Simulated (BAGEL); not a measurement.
# HF/cc-pVDZ (density fitting with qzvpp-jkfit) run of CH5BN2 (SMILES NC1BN1)

What is the energy change on altering one bond length of CH5BN2 at HF/cc-pVDZ (density fitting with qzvpp-jkfit)? 

The results are computed with BAGEL 1.2.2.

2 further runs of the same task are left out: 2 that didn't finish. Runs told in other sessions of the task aren't counted.

## Step 1: The molecule

CH5BN2 has 9 atoms, charge 0, and is taken as a singlet. As SMILES, `NC1BN1`. The shape is that of a PBE0-D4/def2-TZVP optimisation. This is one conformer, not always the lowest.

Bond lengths: N1–C2 1.431 Å, C2–B3 1.561 Å, C2–N4 1.467 Å, B3–N4 1.341 Å, N1–H5 1.010 Å, N1–H6 1.010 Å, C2–H7 1.092 Å, B3–H8 1.184 Å, N4–H9 1.004 Å. Some angles: N1–C2–B3 121.1°, N1–C2–N4 117.3°, B3–C2–N4 52.5°, C2–B3–N4 60.2°, C2–N4–B3 67.4°, N1–C2–H7 115.1°, B3–C2–H7 121.0°, N4–C2–H7 113.6°, C2–N1–H5 112.4°, C2–N1–H6 112.7°.

## Step 2: The energy at HF/cc-pVDZ (density fitting with qzvpp-jkfit)

input.json

```json
{ "bagel": [

{
  "title": "molecule",
  "basis": "cc-pvdz.json",
  "df_basis": "qzvpp-jkfit",
  "angstrom": true,
  "geometry": [
    { "atom": "N", "xyz": [    0.142900,    1.194400,   -0.640600 ] },
    { "atom": "C", "xyz": [   -0.364200,   -0.077200,   -0.222300 ] },
    { "atom": "B", "xyz": [    0.591200,   -1.194100,    0.303200 ] },
    { "atom": "N", "xyz": [   -0.130500,   -0.469900,    1.171500 ] },
    { "atom": "H", "xyz": [    0.784000,    1.117400,   -1.417000 ] },
    { "atom": "H", "xyz": [   -0.589900,    1.842600,   -0.892400 ] },
    { "atom": "H", "xyz": [   -1.366400,   -0.317200,   -0.582700 ] },
    { "atom": "H", "xyz": [    1.414200,   -2.039000,    0.194700 ] },
    { "atom": "H", "xyz": [   -0.392800,   -0.103200,    2.068300 ] }
  ]
},
{ "title": "hf" },
{ "title": "print", "file": "orbitals.molden", "orbitals": true }

]}
```

The basis set cc-pVDZ is read from a file made from the Basis Set Exchange's data (not shown).

On the command line:

```
$ BAGEL_NUM_THREADS=1 BAGEL input.json > input.out
```

What it wrote:

```text
* using 1 threads per process

  ===============================================================
  ===============================================================

  *** Geometry ***

  { "atom" : "N", "xyz" : [      0.270042,      2.257089,     -1.210559 ] },
  { "atom" : "C", "xyz" : [     -0.688238,     -0.145887,     -0.420086 ] },
  { "atom" : "B", "xyz" : [      1.117206,     -2.256522,      0.572965 ] },
  { "atom" : "N", "xyz" : [     -0.246609,     -0.887982,      2.213814 ] },
  { "atom" : "H", "xyz" : [      1.481545,      2.111580,     -2.677742 ] },
  { "atom" : "H", "xyz" : [     -1.114749,      3.482009,     -1.686392 ] },
  { "atom" : "H", "xyz" : [     -2.582122,     -0.599421,     -1.101143 ] },
  { "atom" : "H", "xyz" : [      2.672451,     -3.853152,      0.367930 ] },
  { "atom" : "H", "xyz" : [     -0.742284,     -0.195020,      3.908521 ] },

  Number of auxiliary basis functions:      394

  Since a DF basis is specified, we compute 2- and 3-index integrals:
    o Being stored without compression. Storage requirement is 0.021 GB

  Number of basis functions:       81
  Number of electrons      :       30

    * METHOD: MOLECULE                             0.16

  *** RHF ***

  === Nuclear Repulsion ===
   109.4483437159

      * DIIS with orbital gradients will be used.

  === RHF iteration (cc-pvdz.json) ===
      0       -174.07397257          0.02024726           0.04
      1       -174.25902894          0.01279883           0.04
      2       -174.32923724          0.00177789           0.04
      3       -174.33114558          0.00065013           0.04
      4       -174.33134176          0.00013935           0.04
      5       -174.33135472          0.00004626           0.04
      6       -174.33135644          0.00001609           0.04
      7       -174.33135682          0.00000438           0.04
      8       -174.33135684          0.00000152           0.04
      9       -174.33135685          0.00000060           0.04
     10       -174.33135685          0.00000019           0.04
     11       -174.33135685          0.00000009           0.04
     12       -174.33135685          0.00000003           0.04
     13       -174.33135685          0.00000001           0.04
    * SCF iteration converged.

    * Permanent dipole moment:
           (    0.336506,    -0.140109,     0.117945) a.u.

    * METHOD: HF                                   0.67

    * METHOD: PRINT                                0.02

  ===============================================================
```

Wall time 0.99 s (1 thread of Arm Neoverse V1, shared host); peak memory 0.092 GiB.

## Step 3: The distorted shape

calc.json

```json
{ "bagel" : [

{
  "title" : "molecule",
  "basis" : "cc-pvdz.json",
  "df_basis" : "qzvpp-jkfit",
  "angstrom" : true,
  "geometry" : [
    { "atom" : "N", "xyz" : [    0.362742,    0.999938,   -0.565059 ] },
    { "atom" : "C", "xyz" : [   -0.144358,   -0.271662,   -0.146759 ] },
    { "atom" : "B", "xyz" : [    0.811042,   -1.388562,    0.378741 ] },
    { "atom" : "N", "xyz" : [    0.089342,   -0.664362,    1.247041 ] },
    { "atom" : "H", "xyz" : [    1.003842,    0.922938,   -1.341459 ] },
    { "atom" : "H", "xyz" : [   -0.589900,    1.842600,   -0.892400 ] },
    { "atom" : "H", "xyz" : [   -1.146558,   -0.511662,   -0.507159 ] },
    { "atom" : "H", "xyz" : [    1.634042,   -2.233462,    0.270241 ] },
    { "atom" : "H", "xyz" : [   -0.172958,   -0.297662,    2.143841 ] }
  ]
},
{ "title" : "hf" },
{ "title" : "print", "file" : "orbitals.molden", "orbitals" : true }

]}
```

The basis set cc-pVDZ is read from a file made from the Basis Set Exchange's data (not shown).

On the command line:

```
$ BAGEL_NUM_THREADS=1 BAGEL calc.json > calc.out
```

What it wrote:

```text
* using 1 threads per process

  ===============================================================
  ===============================================================

  *** Geometry ***

  { "atom" : "N", "xyz" : [      0.685483,      1.889609,     -1.067807 ] },
  { "atom" : "C", "xyz" : [     -0.272797,     -0.513367,     -0.277334 ] },
  { "atom" : "B", "xyz" : [      1.532647,     -2.624002,      0.715717 ] },
  { "atom" : "N", "xyz" : [      0.168832,     -1.255462,      2.356566 ] },
  { "atom" : "H", "xyz" : [      1.896986,      1.744100,     -2.534990 ] },
  { "atom" : "H", "xyz" : [     -1.114749,      3.482009,     -1.686392 ] },
  { "atom" : "H", "xyz" : [     -2.166681,     -0.966901,     -0.958392 ] },
  { "atom" : "H", "xyz" : [      3.087892,     -4.220631,      0.510681 ] },
  { "atom" : "H", "xyz" : [     -0.326843,     -0.562500,      4.051272 ] },

  Number of auxiliary basis functions:      394

  Since a DF basis is specified, we compute 2- and 3-index integrals:
    o Being stored without compression. Storage requirement is 0.021 GB

  Number of basis functions:       81
  Number of electrons      :       30

    * METHOD: MOLECULE                             0.17

  *** RHF ***

  === Nuclear Repulsion ===
   108.2318988515

      * DIIS with orbital gradients will be used.

  === RHF iteration (cc-pvdz.json) ===
      0       -174.01452435          0.02034162           0.04
      1       -174.19855591          0.01362438           0.04
      2       -174.28042990          0.00178432           0.04
      3       -174.28268452          0.00053551           0.04
      4       -174.28283355          0.00014479           0.04
      5       -174.28285056          0.00006033           0.04
      6       -174.28285339          0.00002025           0.04
      7       -174.28285400          0.00000506           0.04
      8       -174.28285403          0.00000192           0.04
      9       -174.28285404          0.00000076           0.04
     10       -174.28285404          0.00000026           0.04
     11       -174.28285404          0.00000013           0.04
     12       -174.28285404          0.00000005           0.04
     13       -174.28285404          0.00000002           0.04
     14       -174.28285404          0.00000001           0.04
    * SCF iteration converged.

    * Permanent dipole moment:
           (    0.328761,    -0.068436,     0.093061) a.u.

    * METHOD: HF                                   0.72

    * METHOD: PRINT                                0.02

  ===============================================================
```

Run time: 1 s. Hardware: 1 thread of Arm Neoverse V1, shared host; peak memory 0.092 GiB.

## Step 4: Results

Level: HF/cc-pVDZ (density fitting with qzvpp-jkfit).

| quantity | value |
| --- | --- |
| first shape: total energy | -174.33136 Eh |
| first shape: dipole moment | 0.97 D |
| first shape: HOMO energy | -10.09 eV |
| first shape: LUMO energy | 4.23 eV |
| first shape: HOMO–LUMO gap | 14.32 eV |
| distorted shape: total energy | -174.28285 Eh |
| distorted shape: dipole moment | 0.89 D |
| distorted shape: HOMO energy | -10.11 eV |
| distorted shape: LUMO energy | 3.90 eV |
| distorted shape: HOMO–LUMO gap | 14.01 eV |
| energy change with the N1–H6 bond stretched from 1.010 to 1.313 Å | 1.320 eV |

**Reading.** With the N1–H6 bond stretched from 1.010 to 1.313 Å the energy rises by 1.32 eV (30 kcal/mol). The first shape isn't relaxed at this level, so the change isn't measured from a minimum.
